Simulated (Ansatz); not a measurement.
What does this script print? It uses Ansatz 0.2.0 through its Python package.

`clfgeho.py`:
```python
"""Potential curve of ClFGeHO along one bond."""

import ansatz as az
from ase import Atoms
import numpy as np

BASIS_SET = "def2-SVP"
METHOD = "MP2"

atoms = Atoms(["O", "Ge", "F", "Cl", "H"], positions=[
    (0.1701, 1.2356, -0.2332),
    (-0.3218, -0.3548, 0.3385),
    (1.0995, -1.3288, 0.477),
    (-1.5976, -1.2715, -1.0751),
    (0.6997, 1.6458, 0.4514),
])
mol = az.Crystal.molecule_from_ase(atoms)

symbols = [site.symbol for site in mol.cartesian_sites]
start = np.array([site.position_ang for site in mol.cartesian_sites])
axis = (start[3] - start[1]) / np.linalg.norm(start[3] - start[1])
moving = [3]
lengths, energies = [1.86, 1.944, 2.029, 2.113, 2.198, 2.282, 2.367, 2.494], []
for length in lengths:
    xyz = start.copy()
    xyz[moving] += (length - np.linalg.norm(start[3] - start[1])) * axis
    point = az.Crystal.molecule()
    for symbol, place in zip(symbols, xyz):
        point = point.atom(symbol, place.tolist())
    setup = (
        point.calculation()
        .basis(gaussian=BASIS_SET)
        .correlation(METHOD)
        .spin("collinear", total=1)
        .scf(lower_state_search="light")
    )
    report = setup.run(threads=1, pin="off").report
    energies.append(report["free_energy_ev"])
    print(f"r = {length:6.3f} A  E = {energies[-1]:.5f} eV  <S^2> = {abs(report['mean_field']['state']['spin_squared']):.3f}")

# quartic fit about the minimum
fit = np.polynomial.Polynomial.fit(lengths, np.array(energies) - min(energies), 4).convert()
roots = [r.real for r in fit.deriv().roots() if abs(r.imag) < 1e-9 and fit.deriv(2)(r.real) > 0]
r_e = min(roots, key=lambda r: abs(r - lengths[int(np.argmin(energies))]))
print(f"minimum of the fit at {r_e:.4f} A, force constant {fit.deriv(2)(r_e):.2f} eV/A^2")
```

```console
$ python clfgeho.py
r =  1.860 A  E = -73741.39126 eV  <S^2> = 0.755
r =  1.944 A  E = -73741.99725 eV  <S^2> = 0.756
r =  2.029 A  E = -73742.31966 eV  <S^2> = 0.756
r =  2.113 A  E = -73742.43642 eV  <S^2> = 0.757
r =  2.198 A  E = -73742.41287 eV  <S^2> = 0.759
r =  2.282 A  E = -73742.29410 eV  <S^2> = 0.761
r =  2.367 A  E = -73742.10997 eV  <S^2> = 0.766
r =  2.494 A  E = -73741.76290 eV  <S^2> = 0.781
minimum of the fit at 2.1364 A, force constant 17.76 eV/A^2
```

Reading the output:
- The settings weren't tested for convergence.
- The rest of the molecule is held rigid at a force-field or estimated start geometry, and the basis set is modest; single-reference methods fail as a bond breaks.
- The species is open-shell (spin multiplicity 2).
- S² is that of the Hartree-Fock reference.
- Hardware and time: 67 s on 1 thread of AMD EPYC (Zen 3), with other jobs on the host, peak memory 0.27 GiB.

(Lines on the test bed's own set-up are left out of the output.)
